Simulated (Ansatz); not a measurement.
GeH₆Si₂, SMILES [SiH2]1[SiH2][GeH2]1, a geometry optimisation

With the Ansatz DFT code, driven from Python.

At the Python prompt:
```pycon
>>> import ansatz as az
>>> from ase import Atoms
>>> import numpy as np
>>> BASIS_SET = "def2-SVP"
>>> LEVEL = "MP2"
>>> atoms = Atoms(["Si", "Si", "Ge", "H", "H", "H", "H", "H", "H"], positions=[
...     (-1.09009, -0.06991, -0.69365),
...     (0.95902, 1.00931, -0.36139),
...     (0.303, -0.86953, 1.11587),
...     (-1.0855, -0.46099, -2.11543),
...     (-2.09621, 1.00496, -0.65119),
...     (1.28586, 2.07619, 0.59241),
...     (2.27825, 0.58849, -0.84652),
...     (0.24356, -2.37413, 0.75661),
...     (-0.7979, -0.90438, 2.2033),
... ])
>>> mol = az.Crystal.molecule_from_ase(atoms)
>>> model = mol.calculation()
>>> model = model.basis(gaussian=BASIS_SET)
>>> model = model.correlation(LEVEL)
>>> symbols = [site.symbol for site in mol.cartesian_sites]
>>> start = np.array([site.position_ang for site in mol.cartesian_sites], dtype=float)
>>> def progress(event):
...     if event["event"] == "relax_step":
...         row = event["data"]
...         print(f"step {row['step']:3d}  E = {row['lagrangian_ev']:.6f} eV  max force {row['allowed_force_max_ev_ang']:.4f} eV/A")
...
>>> rep = model.relax(force_tolerance=0.01).session().plan().execute(on_event=progress).report
step   1  E = -72290.592471 eV  max force 0.9303 eV/A
step   2  E = -72291.091514 eV  max force 0.8317 eV/A
step   3  E = -72291.372057 eV  max force 0.1733 eV/A
step   4  E = -72291.387979 eV  max force 0.1554 eV/A
step   5  E = -72291.389151 eV  max force 0.0203 eV/A
step   6  E = -72291.389205 eV  max force 0.0037 eV/A
>>> end = np.array(rep["positions_ang"])
>>> print("reference energy %16.6f eV" % rep["reference_energy_ev"])
reference energy    -72279.679157 eV
>>> print("total energy     %16.6f eV" % rep["free_energy_ev"])
total energy        -72291.389205 eV
>>> print("occupied (up, down):", rep["n_occupied"], " virtual:", rep["n_virtual"], " frozen:", rep["n_frozen"])
occupied (up, down): [14, 14]  virtual: [65, 65]  frozen: 19
>>> print("bond        before    after (A)")
bond        before    after (A)
>>> for i, j in [(0, 1), (0, 2), (0, 3), (0, 4), (1, 2), (1, 5), (1, 6), (2, 7), (2, 8)]:
...     d0, d1 = (np.linalg.norm(xyz[i] - xyz[j]) for xyz in (start, end))
...     print(f"{symbols[i]}{i}-{symbols[j]}{j}".ljust(10), f"{d0:8.4f} {d1:8.4f}")
...
Si0-Si1      2.3397   2.3417
Si0-Ge2      2.4196   2.3887
Si0-H3       1.4746   1.4792
Si0-H4       1.4729   1.4793
Si1-Ge2      2.4784   2.3887
Si1-H5       1.4679   1.4792
Si1-H6       1.4672   1.4793
Ge2-H7       1.5480   1.5201
Ge2-H8       1.5478   1.5200
>>> for i, j, k in [(1, 0, 2), (1, 0, 3), (1, 0, 4), (2, 0, 3), (2, 0, 4), (3, 0, 4), (0, 1, 2), (0, 1, 5)]:
...     u, v = end[i] - end[j], end[k] - end[j]
...     print(f"angle {symbols[i]}{i}-{symbols[j]}{j}-{symbols[k]}{k}: {np.degrees(np.arccos(np.clip(u @ v / np.linalg.norm(u) / np.linalg.norm(v), -1, 1))):.2f} deg")
...
angle Si1-Si0-Ge2: 60.65 deg
angle Si1-Si0-H3: 118.48 deg
angle Si1-Si0-H4: 118.38 deg
angle Ge2-Si0-H3: 118.20 deg
angle Ge2-Si0-H4: 117.95 deg
angle H3-Si0-H4: 113.49 deg
angle Si0-Si1-Ge2: 60.65 deg
angle Si0-Si1-H5: 118.44 deg
>>> charges = rep["charge_distribution"]
>>> print("dipole moment", round(4.803205 * float(np.linalg.norm(charges["dipole_moment_e_ang"])), 3), "D")
dipole moment 0.119 D
>>> print("Mulliken:", [(s, round(q, 3)) for s, q in zip(symbols, charges["mulliken_charges_e"])])
Mulliken: [('Si', 0.152), ('Si', 0.152), ('Ge', 0.013), ('H', -0.057), ('H', -0.057), ('H', -0.057), ('H', -0.057), ('H', -0.045), ('H', -0.045)]
>>> with open("geh6si2_opt.xyz", "w") as handle:
...     handle.write(f"{len(symbols)}\nrelaxed GeH6Si2\n")
...     handle.writelines(f"{s:2s} {x:11.6f} {y:11.6f} {z:11.6f}\n" for s, (x, y, z) in zip(symbols, end))
...
18
```

File `geh6si2_opt.xyz` afterwards:
```text
9
relaxed GeH6Si2
Si   -1.029770    0.158020   -0.880127
Si    1.073400    0.834865   -0.104125
Ge   -0.043163   -0.981428    0.973024
H    -1.108735   -0.551793   -2.175511
H    -2.191982    1.034363   -0.616203
H     1.176631    2.120420    0.620306
H     2.261267    0.526443   -0.930078
H     0.492990   -2.387245    0.756405
H    -0.630647   -0.753634    2.356318
```

Caveats:
- Total energies depend on the basis set; only differences at equal settings carry meaning.
- The end point is the stationary point reached from this start; no frequency run checks that it is a minimum, and the basis set is modest.
- Finished in 34 s on 1 thread of Arm Neoverse V1 (shared host), peak memory 0.3 GiB.

(Lines on the test bed's own set-up are left out of the output.)
